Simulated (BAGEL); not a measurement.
# GeSiNH7 (SMILES [SiH3][NH][GeH3]): a chain of runs

Aim: the energy (HF/def2-SVP), then the energy (NEVPT2(2,2)/def2-SVP) of GeSiNH7. 

The calculation is run with BAGEL 1.2.2.

2 further runs of the same task are left out: 2 set aside as unsound or not needed.

### 1 Starting point

GeSiNH7 has 10 atoms, charge 0, and is taken as a singlet. As SMILES, `[SiH3][NH][GeH3]`. The N2–Ge3 distance was set to 4.229 Å, away from the relaxed value. At this shape a bond of the SMILES string is far longer than usual.

Bond lengths: Si1–N2 1.718 Å, Si1–H4 1.486 Å, Si1–H5 1.489 Å, Si1–H6 1.492 Å, N2–H7 1.009 Å, Ge3–H8 1.534 Å, Ge3–H9 1.543 Å, Ge3–H10 1.538 Å. Angles: Si1–N2–H7 117.0°, N2–Si1–H4 107.3°, N2–Si1–H5 110.3°, N2–Si1–H6 114.2°, H4–Si1–H5 110.0°, H4–Si1–H6 107.9°, H5–Si1–H6 107.0°, H8–Ge3–H9 109.9°, H8–Ge3–H10 111.3°, H9–Ge3–H10 108.9°.

### 2 A single-point energy at HF/def2-SVP (density fitting with svp-jkfit) (run 1)

The input, input.json:

```json
{ "bagel" : [

{
  "title" : "molecule",
  "basis" : "svp",
  "df_basis" : "svp-jkfit",
  "angstrom" : "true",
  "geometry" : [
    { "atom" : "Si", "xyz" : [   -1.873124,    1.815595,   -2.820106 ] },
    { "atom" : "N", "xyz" : [   -0.264924,    1.612495,   -2.250206 ] },
    { "atom" : "Ge", "xyz" : [    1.020100,   -0.675800,    1.066200 ] },
    { "atom" : "H", "xyz" : [   -2.650024,    0.624895,   -2.387406 ] },
    { "atom" : "H", "xyz" : [   -1.886524,    1.920595,   -4.305006 ] },
    { "atom" : "H", "xyz" : [   -2.561824,    3.029195,   -2.290606 ] },
    { "atom" : "H", "xyz" : [    0.432776,    2.246295,   -2.611006 ] },
    { "atom" : "H", "xyz" : [   -0.018900,   -1.787400,    1.262400 ] },
    { "atom" : "H", "xyz" : [    1.119900,    0.180400,    2.345600 ] },
    { "atom" : "H", "xyz" : [    2.407800,   -1.257200,    0.745900 ] }
  ]
},
{
  "title" : "hf"
},
{
  "title" : "print",
  "file" : "orbitals.molden",
  "orbitals" : "true"
}

]}
```

On the command line:

```console
$ BAGEL_NUM_THREADS=1 BAGEL input.json > input.out
```

Standard output:

```text
* using 1 threads per process

  ===============================================================
  ===============================================================

  *** Geometry ***

  { "atom" : "Si", "xyz" : [     -3.539691,      3.430977,     -5.329228 ] },
  { "atom" : "N", "xyz" : [     -0.500634,      3.047174,     -4.252273 ] },
  { "atom" : "Ge", "xyz" : [      1.927710,     -1.277077,      2.014826 ] },
  { "atom" : "H", "xyz" : [     -5.007820,      1.180880,     -4.511543 ] },
  { "atom" : "H", "xyz" : [     -3.565014,      3.629399,     -8.135282 ] },
  { "atom" : "H", "xyz" : [     -4.841146,      5.724349,     -4.328618 ] },
  { "atom" : "H", "xyz" : [      0.817828,      4.244882,     -4.934086 ] },
  { "atom" : "H", "xyz" : [     -0.035716,     -3.377696,      2.385590 ] },
  { "atom" : "H", "xyz" : [      2.116304,      0.340907,      4.432542 ] },
  { "atom" : "H", "xyz" : [      4.550083,     -2.375764,      1.409547 ] },

  Number of auxiliary basis functions:      597

  Since a DF basis is specified, we compute 2- and 3-index integrals:
    o Being stored without compression. Storage requirement is 0.047 GB

  Number of basis functions:       99
  Number of electrons      :       60

    * METHOD: MOLECULE                             0.36

  *** RHF ***

  === Nuclear Repulsion ===
   181.5462419156

      * DIIS with orbital gradients will be used.

  === RHF iteration (svp) ===
      0      -2421.88793921          0.01734917           0.16
      1      -2421.32747426          0.02782425           0.17
      2      -2422.11385414          0.00674130           0.16
      3      -2422.16086892          0.00276854           0.16
      4      -2422.18093777          0.00139000           0.16
      5      -2422.18338790          0.00217198           0.16
      6      -2422.18544657          0.00157741           0.15
      7      -2422.18791898          0.00029205           0.15
      8      -2422.18801302          0.00004572           0.16
      9      -2422.18801875          0.00002819           0.16
     10      -2422.18802357          0.00002217           0.16
     11      -2422.18802844          0.00001919           0.16
     12      -2422.18803519          0.00001193           0.16
     13      -2422.18803864          0.00000335           0.16
     14      -2422.18803871          0.00000114           0.16
     15      -2422.18803871          0.00000075           0.16
     16      -2422.18803872          0.00000039           0.17
     17      -2422.18803872          0.00000006           0.16
     18      -2422.18803872          0.00000003           0.15
     19      -2422.18803872          0.00000002           0.16
     20      -2422.18803872          0.00000001           0.16
    * SCF iteration converged.

    * Permanent dipole moment:
           (   -1.418574,     1.264734,    -2.131989) a.u.

    * METHOD: HF                                   3.68

    * METHOD: PRINT                                0.02

  ===============================================================
```

Wall time 4.5 s (1 thread of Arm Neoverse V2, shared host); peak memory 0.17 GiB.

### 3 A single-point energy at NEVPT2(2,2)/def2-SVP (density fitting with svp-jkfit) (run 2)

The input, input.json:

```json
{ "bagel": [

{
  "title": "molecule",
  "basis": "svp",
  "df_basis": "svp-jkfit",
  "angstrom": true,
  "geometry": [
    { "atom": "Si", "xyz": [   -1.873124,    1.815595,   -2.820106 ] },
    { "atom": "N", "xyz": [   -0.264924,    1.612495,   -2.250206 ] },
    { "atom": "Ge", "xyz": [    1.020100,   -0.675800,    1.066200 ] },
    { "atom": "H", "xyz": [   -2.650024,    0.624895,   -2.387406 ] },
    { "atom": "H", "xyz": [   -1.886524,    1.920595,   -4.305006 ] },
    { "atom": "H", "xyz": [   -2.561824,    3.029195,   -2.290606 ] },
    { "atom": "H", "xyz": [    0.432776,    2.246295,   -2.611006 ] },
    { "atom": "H", "xyz": [   -0.018900,   -1.787400,    1.262400 ] },
    { "atom": "H", "xyz": [    1.119900,    0.180400,    2.345600 ] },
    { "atom": "H", "xyz": [    2.407800,   -1.257200,    0.745900 ] }
  ]
},
{
  "title": "hf"
},
{
  "title": "nevpt2",
  "nstate": 1,
  "nact": 2,
  "nclosed": 29,
  "active": [29, 31],
  "maxiter": 200,
  "natocc": true,
  "ncore": 15
},
{
  "title": "print",
  "file": "orbitals.molden",
  "orbitals": true
}

]}
```

On the command line:

```console
$ BAGEL_NUM_THREADS=1 BAGEL input.json > input.out
```

Standard output:

```text
* using 1 threads per process

  ===============================================================
  ===============================================================

  *** Geometry ***

  { "atom" : "Si", "xyz" : [     -3.539691,      3.430977,     -5.329228 ] },
  { "atom" : "N", "xyz" : [     -0.500634,      3.047174,     -4.252273 ] },
  { "atom" : "Ge", "xyz" : [      1.927710,     -1.277077,      2.014826 ] },
  { "atom" : "H", "xyz" : [     -5.007820,      1.180880,     -4.511543 ] },
  { "atom" : "H", "xyz" : [     -3.565014,      3.629399,     -8.135282 ] },
  { "atom" : "H", "xyz" : [     -4.841146,      5.724349,     -4.328618 ] },
  { "atom" : "H", "xyz" : [      0.817828,      4.244882,     -4.934086 ] },
  { "atom" : "H", "xyz" : [     -0.035716,     -3.377696,      2.385590 ] },
  { "atom" : "H", "xyz" : [      2.116304,      0.340907,      4.432542 ] },
  { "atom" : "H", "xyz" : [      4.550083,     -2.375764,      1.409547 ] },

  Number of auxiliary basis functions:      597

  Since a DF basis is specified, we compute 2- and 3-index integrals:
    o Being stored without compression. Storage requirement is 0.047 GB

  Number of basis functions:       99
  Number of electrons      :       60

    * METHOD: MOLECULE                             0.37

  *** RHF ***

  === Nuclear Repulsion ===
   181.5462419156

      * DIIS with orbital gradients will be used.

  === RHF iteration (svp) ===
      0      -2421.88793921          0.01734917           0.16
      1      -2421.32747426          0.02782425           0.17
      2      -2422.11385414          0.00674130           0.16
      3      -2422.16086892          0.00276854           0.16
      4      -2422.18093777          0.00139000           0.15
      5      -2422.18338790          0.00217198           0.16
      6      -2422.18544657          0.00157741           0.16
      7      -2422.18791898          0.00029205           0.16
      8      -2422.18801302          0.00004572           0.17
      9      -2422.18801875          0.00002819           0.16
     10      -2422.18802357          0.00002217           0.16
     11      -2422.18802844          0.00001919           0.16
     12      -2422.18803519          0.00001193           0.16
     13      -2422.18803864          0.00000335           0.16
     14      -2422.18803871          0.00000114           0.15
     15      -2422.18803871          0.00000075           0.16
     16      -2422.18803872          0.00000039           0.17
     17      -2422.18803872          0.00000006           0.16
     18      -2422.18803872          0.00000003           0.16
     19      -2422.18803872          0.00000002           0.16
     20      -2422.18803872          0.00000001           0.16
    * SCF iteration converged.

    * Permanent dipole moment:
           (   -1.418574,     1.264734,    -2.131989) a.u.

    * METHOD: HF                                   3.70

    * freezing 15 orbitals
  ---------------------------
      CASSCF calculation
  ---------------------------

    ==== Active orbitals : =====
         Orbital 29
         Orbital 31
    ============================

    * nstate   :      1
    * nclosed  :     29
    * nact     :      2
    * nvirt    :     68
  === CASSCF iteration (svp) ===

    * Using the second-order algorithm

      0  0     -2422.18848373     3.25e-04      0.04

      1  0     -2422.20112158     4.74e-03      0.89

      2  0     -2422.26737096     5.78e-03      0.91

      3  0     -2422.31290474     4.08e-03      1.01

      4  0     -2422.32898624     1.62e-03      0.91

      5  0     -2422.33087638     3.83e-04      0.93

      6  0     -2422.33100902     1.04e-04      0.91

      7  0     -2422.33101843     2.79e-05      0.92

      8  0     -2422.33101910     7.48e-06      0.90

      9  0     -2422.33101915     2.00e-06      0.92

     10  0     -2422.33101915     5.36e-07      0.91

     11  0     -2422.33101915     1.44e-07      0.93

     12  0     -2422.33101915     3.85e-08      0.87

     13  0     -2422.33101915     1.03e-08      0.78

     14  0     -2422.33101915     2.75e-09      0.73

    * Second-order optimization converged. *

     guess   0:   closed 1.                   open ..

  === FCI iteration ===

      0  0     -2422.15252451     9.56e-02      0.00
      1  0     -2422.32215307     2.71e-02      0.00
      2  0 *   -2422.33101915     3.99e-16      0.00

     * ci vector, state   0, <S^2> = 0.0000
       2.     0.7212891839
       .2    -0.6926340399

  === DF-NEVPT2 calculation ===

    * 3-index integral transformation done
    * assembly done

      NEVPT2 correlation energy:   -0.4683938846      0.27

          (+0)     -0.3914416878
          (+0)'    -0.0109056325
          (+1)     -0.0133832229
          (+1)'    -0.0000000000
          (+2)     -0.0000047672
          (-1)     -0.0526130883
          (-1)'     0.0000000000
          (-2)     -0.0000454858

      NEVPT2 total energy:       -2422.7994130369

    * METHOD: NEVPT2                              13.45

    * METHOD: PRINT                                0.02

  ===============================================================
```

Wall time 18 s (1 thread of Arm Neoverse V2, shared host); peak memory 0.18 GiB.

### 4 Outcome

| quantity | value |
| --- | --- |
| run 1, HF/def2-SVP: total energy | -2422.18804 Eh |
| run 1, HF/def2-SVP: dipole moment | 7.26 D |
| run 1, HF/def2-SVP: HOMO energy | -6.83 eV |
| run 1, HF/def2-SVP: LUMO energy | -2.52 eV |
| run 1, HF/def2-SVP: HOMO–LUMO gap | 4.31 eV |
| run 2, NEVPT2(2,2)/def2-SVP: total energy | -2422.79941 Eh |

What this shows: One bond (run 1, HF/def2-SVP) is far stretched, which a spin-restricted single reference describes badly; a broken-symmetry solution may lie lower.
